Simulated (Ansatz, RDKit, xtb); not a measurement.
# C6H10Si: which of the isomers drawn lies lowest?

A sample of isomers of C6H10Si is drawn. Aim: find which of them has the lowest free energy at 298.15 K, then its properties. The sample is small against all isomers, and the most stable one of this formula need not be in it.

The funnel: GFN2-xTB relaxations, single points with a density functional, relaxations at r2SCAN-D4/def2-SVP, harmonic vibrations (at GFN2-xTB), and a last energy at a higher level. All values are calculated.

### Step 1. Drawing up candidates

Isomers were taken from a list of plausible structures; this is a sample, not all of them. That gives 14 candidates.

```csv
label,SMILES,spin
c056,C=C[C@@H]1[SiH2][C@H]1C=C,singlet
c063,C=CC[SiH2]C#CC,singlet
c102,C=C=C1CC[Si@@H]1C,singlet
c186,C=C/C=C\[C@@H]1C[SiH2]1,singlet
c331,C=C(C[SiH3])C1=CC1,singlet
c336,CC#C[C@@H]1C[Si@@H]1C,singlet
c459,CCC1=CC=C[SiH2]1,singlet
c532,C[SiH2]C#CC1CC1,singlet
c533,C=C[Si@H](C)C1C=C1,singlet
c810,C=C[C@@H]1C=CC[SiH2]1,singlet
c862,C#CC1(C[SiH3])CC1,singlet
c913,C#C[C@@H]1CC[C@H]1[SiH3],singlet
c931,C=C[C@@H]1CC(=C)[SiH2]1,singlet
c960,C#CC[C@@H]1CC[SiH2]1,singlet
```

Candidates are built by distance geometry, with a force field where one applies, in up to four conformers (letters a to d).

**Question.** With final energies at CCSD(T)/def2-SVP + MP2/def2-TZVPP - MP2/def2-SVP, which structure will this search put lowest in free energy, and by what margin?

| quantity | value |
| --- | --- |
| lowest structure found | CCC1=CC=C[SiH2]1, singlet |
| next finalist | C=C[C@@H]1C=CC[SiH2]1, singlet, 2.3 kcal/mol higher in G |
| share at equilibrium, among the finalists | 97.9 % |

The lowest structure found is `CCC1=CC=C[SiH2]1`. The margin, 2.3 kcal/mol, is modest. GFN2-xTB, HF/STO-3G, r2SCAN-D4/def2-SVP, r2SCAN-D4/def2-SVP, relaxed, HF/def2-SVP and MP2/def2-SVP already put its bonding pattern lowest among the structures in one piece. 3 minima inside the window were never screened. The search is not exhaustive (a finite list of starts, one conformer a finalist), so a lower isomer can't be ruled out. Only 14 drawn patterns were tried, so whole families of isomers are missing, and the result ranks this sample alone.
